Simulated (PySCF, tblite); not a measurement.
# C2H12SSi3: geometry, infrared bands and NMR shifts

What infrared bands and NMR shifts should C2H12SSi3 (`CCS[SiH]([SiH3])[SiH3]`) show?

Programs: tblite 0.8.0 and PySCF 2.14.0, with density-fitted response routines of our own. Each step states its level of theory. These are calculated values for one molecule in the gas phase, unless marked as measured. Atoms count from 0, in the outputs and in this text.

## Step 1: The starting structure

18 atoms, charge 0, multiplicity 1; geometry from: force field or distance geometry start.

Bonds of the start (Å): C0–C1 1.52, C1–S2 1.80, S2–Si3 2.16, Si3–Si4 2.25, Si3–Si5 2.24, C0–H6 1.10, C0–H7 1.12, C0–H8 1.12, C1–H9 1.10, C1–H10 1.13, Si3–H11 1.48, Si4–H12 1.47, Si4–H13 1.46, Si4–H14 1.48, Si5–H15 1.48, Si5–H16 1.45, Si5–H17 1.46.

## Step 2: Geometry optimisation with GFN2-xTB

Job settings and geometry (Å):

```
{"job": {"kind": "relax", "xc": "GFN2-xTB", "basis": "xTB"}, "charge": 0, "multiplicity": 1}
C      2.835200    -0.005900     0.172500
C      2.126700    -1.119100    -0.574800
S      0.750800    -0.509000    -1.567900
Si    -0.775000     0.098300    -0.169100
Si    -2.603500    -1.204400    -0.306700
Si    -1.524600     2.133900    -0.725200
H      3.910300    -0.218600     0.279400
H      2.403300     0.118900     1.203400
H      2.646900     0.926300    -0.411400
H      2.822600    -1.722000    -1.183200
H      1.665800    -1.779800     0.213700
H     -0.203100     0.067700     1.192900
H     -3.266500    -0.829300    -1.564400
H     -2.291200    -2.625300    -0.217500
H     -3.447000    -0.824100     0.842700
H     -2.588000     2.475400     0.246800
H     -2.095300     1.994300    -2.050400
H     -0.376300     3.029200    -0.657300
```

Run with:

```bash
$ OMP_NUM_THREADS=1 python probes_run.py task.json out
```

This one command runs all jobs of the session in turn.

**Question.** This job is followed by: GFN2-xTB harmonic vibrations, gas phase; GIAO PBE0/pcSseg-1 NMR shielding, non-relativistic, gas phase. Predict these results of the whole session: strongest single infrared mode (GFN2-xTB); zero-point energy (GFN2-xTB); ¹³C shifts against TMS (PBE0/pcSseg-1); ¹H shifts against TMS (PBE0/pcSseg-1, means over atoms taken as alike); ³³S shifts against CS2 (PBE0/pcSseg-1); ²⁹Si shifts against TMS (PBE0/pcSseg-1, means over atoms taken as alike).

As calculated:

```
                                                                quantity                       value
                               strongest single infrared mode (GFN2-xTB)        759 cm⁻¹, 845 km/mol
                                            zero-point energy (GFN2-xTB)               76.9 kcal/mol
                                  ¹³C shifts against TMS (PBE0/pcSseg-1)              34.5, 20.3 ppm
  ¹H shifts against TMS (PBE0/pcSseg-1, means over atoms taken as alike)  4.73, 3.61, 2.46, 1.27 ppm
                                  ³³S shifts against CS2 (PBE0/pcSseg-1)                    -176 ppm
²⁹Si shifts against TMS (PBE0/pcSseg-1, means over atoms taken as alike)           -43.8, -109.5 ppm
```

Over 111 steps the energy fell by 0.576 eV; of the close pairs, Si3–Si5 changed most, 2.239 to 2.324 Å. The lowest mode is imaginary (29i cm⁻¹), so the xTB geometry is not a minimum. The strongest single mode, at 759 cm⁻¹, is spread over several atoms, H12, H16, H14, H15 among them. GFN2-xTB is a fitted tight-binding method: band positions and strengths are rough. Its intensities can rank the bands wrongly. At PBE0/pcSseg-1: The largest span, 435 ppm, is at S2, where the paramagnetic term is -381 ppm.
